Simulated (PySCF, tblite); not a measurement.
**C₇H₁₁N₂P: geometry, infrared bands and NMR shifts**

What infrared bands and NMR shifts should C₇H₁₁N₂P (`C=Cc1pcnn1C(C)C`) show?

Programs: tblite 0.8.0 and PySCF 2.14.0, with density-fitted response routines of our own. Each step states its level of theory. These are calculated values for one molecule in the gas phase, unless marked as measured. Atoms are numbered from 0 throughout.

## 1. The starting structure

21 atoms, charge 0, multiplicity 1; geometry from: force field or distance geometry start.

Bonds of the start (Å): C0–C1 1.34, C1–C2 1.45, C2–P3 1.91, P3–C4 1.65, C4–N5 1.30, N5–N6 1.29, N6–C7 1.48, C7–C8 1.52, C7–C9 1.52, N6–C2 1.34, C0–H10 1.08, C0–H11 1.08, C1–H12 1.08, C4–H13 1.10, C7–H14 1.09, C8–H15 1.11, C8–H16 1.13, C8–H17 1.12, C9–H18 1.12, C9–H19 1.10, C9–H20 1.11.

## 2. Optimising the geometry with GFN2-xTB

The job: settings as JSON, then the geometry in Å.

```
{"job": {"kind": "relax", "xc": "GFN2-xTB", "basis": "xTB"}, "charge": 0, "multiplicity": 1}
C      3.325500    -0.087800    -0.503000
C      2.049800    -0.374600    -0.213700
C      1.093600     0.716400    -0.126400
P      1.233500     2.606600    -0.389400
C     -0.372100     2.828200    -0.064900
N     -0.917400     1.673700     0.173400
N     -0.210700     0.597700     0.152000
C     -0.793700    -0.730700     0.438700
C     -1.080200    -1.413300    -0.885800
C     -2.096700    -0.606000     1.206300
H      4.077500    -0.858300    -0.573100
H      3.544200     0.957600    -0.671100
H      1.785500    -1.408500    -0.018100
H     -0.917300     3.786200    -0.071900
H     -0.068400    -1.334100     0.980300
H     -0.130500    -1.372600    -1.460600
H     -1.905300    -0.838700    -1.411300
H     -1.451300    -2.455400    -0.739200
H     -1.975800     0.236800     1.929000
H     -2.911000    -0.349300     0.508300
H     -2.288300    -1.557100     1.740300
```

On the command line:

```console
OMP_NUM_THREADS=1 python probes_run.py task.json out
```

The driver reads the jobs from task.json and runs them one after another.

**Question.** This job is followed by: GFN2-xTB harmonic vibrations, gas phase; GIAO PBE0/pcSseg-1 NMR shielding, non-relativistic, gas phase. What will the session give for the following? strongest single infrared mode (GFN2-xTB); zero-point energy (GFN2-xTB); 13C shifts against TMS (PBE0/pcSseg-1, means over atoms taken as alike); 1H shifts against TMS (PBE0/pcSseg-1, means over atoms taken as alike); 31P shifts against H3PO4 (PBE0/pcSseg-1); 15N shifts against NH3 (PBE0/pcSseg-1); surface potential, 1st and 99th percentile.

The runs gave:

```
                                                               quantity                                       value
                              strongest single infrared mode (GFN2-xTB)                        3050 cm⁻¹, 54 km/mol
                                           zero-point energy (GFN2-xTB)                              106.1 kcal/mol
13C shifts against TMS (PBE0/pcSseg-1, means over atoms taken as alike)  179.5, 166.1, 132.9, 125.3, 53.4, 24.9 ppm
 1H shifts against TMS (PBE0/pcSseg-1, means over atoms taken as alike)      8.71, 7.02, 6.99, 5.68, 4.48, 1.55 ppm
                               31P shifts against H3PO4 (PBE0/pcSseg-1)                                   120.9 ppm
                                 15N shifts against NH3 (PBE0/pcSseg-1)                            369.6, 260.3 ppm
                                  surface potential, 1st and 99th percentile                          -1.19 V and 1.18 V
```

In words: Over 83 steps the energy fell by 1.169 eV; of the close pairs, C2–P3 changed most, 1.914 to 1.748 Å. All 57 modes are real, so the xTB geometry is a minimum. GFN2-xTB is a fitted tight-binding method: band positions and strengths are rough. Its intensities can rank the bands wrongly. At PBE0/pcSseg-1: The widest tensor belongs to N5: span 536 ppm, with a paramagnetic part of -428 ppm. NICS(1)zz of -26 ppm above the planar ring from C2 marks a diatropic (aromatic) ring current. At PBE0/pcSseg-1, counted by nearest atom on the grid, the HOMO lies on P3 37 %; C0, C2 about 16 % each, the LUMO on P3 21 %; C0 20 %.
